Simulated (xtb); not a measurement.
# SiH3SeOF (SMILES O[SiH](F)[SeH]) at GFN2-xTB

We compute a geometry optimisation of SiH3SeOF. 

Program for the calculation: xtb 6.7.1.

## (1) Starting point

The species is SiH3SeOF (7 atoms), meant as a singlet with charge 0. SMILES: `O[SiH](F)[SeH]`. The shape comes from a force field and isn't a relaxed structure. This is one conformer, not always the lowest. The run starts from this shape.

Bond lengths: O1–Si2 1.648 Å, Si2–F3 1.679 Å, Si2–Se4 2.293 Å, O1–H5 1.024 Å, Si2–H6 1.485 Å, Se4–H7 1.521 Å. Angles: O1–Si2–F3 108.4°, O1–Si2–Se4 110.8°, F3–Si2–Se4 110.0°, O1–Si2–H6 109.3°, F3–Si2–H6 110.6°, Se4–Si2–H6 107.8°, Si2–O1–H5 107.7°, Si2–Se4–H7 90.6°.

## (2) A structure relaxation at GFN2-xTB

The input, geom.xyz:

```xyz
7
start
O     -1.284700     0.740600     0.275200
Si     0.063500    -0.146900     0.609200
F     -0.254800    -1.110900     1.945900
Se     0.641100    -1.455700    -1.183400
H     -1.065300     1.356400    -0.513100
H      1.198100     0.770400     0.884600
H      0.763300    -0.222000    -2.064000
```

The run is started by

```sh
$ xtb geom.xyz --json --chrg 0 --uhf 0 --opt --parallel 1 > xtb.out
```

**Question.** What will come out? Wanted: total energy at the end; dipole moment; HOMO energy; LUMO energy; HOMO–LUMO gap; dispersion energy; mean polarisability.

Computed results:

Level: GFN2-xTB.

```
                      quantity          value
       total energy at the end   -15.36606 Eh
                 dipole moment         2.62 D
                   HOMO energy      -10.54 eV
                   LUMO energy       -5.88 eV
                 HOMO–LUMO gap        4.65 eV
             dispersion energy  -10.49 kJ/mol
mean polarisability (D4 model)     66.4 bohr³
```

At the final geometry: Bond lengths: O1–Si2 1.607 Å, Si2–F3 1.601 Å, Si2–Se4 2.269 Å, O1–H5 0.955 Å, Si2–H6 1.439 Å, Se4–H7 1.438 Å. Angles: O1–Si2–F3 109.4°, O1–Si2–Se4 112.4°, F3–Si2–Se4 104.0°, O1–Si2–H6 105.3°, F3–Si2–H6 109.3°, Se4–Si2–H6 116.4°, Si2–O1–H5 123.9°, Si2–Se4–H7 94.6°. The optimisation took 42 steps and changed the energy by -0.472 eV.
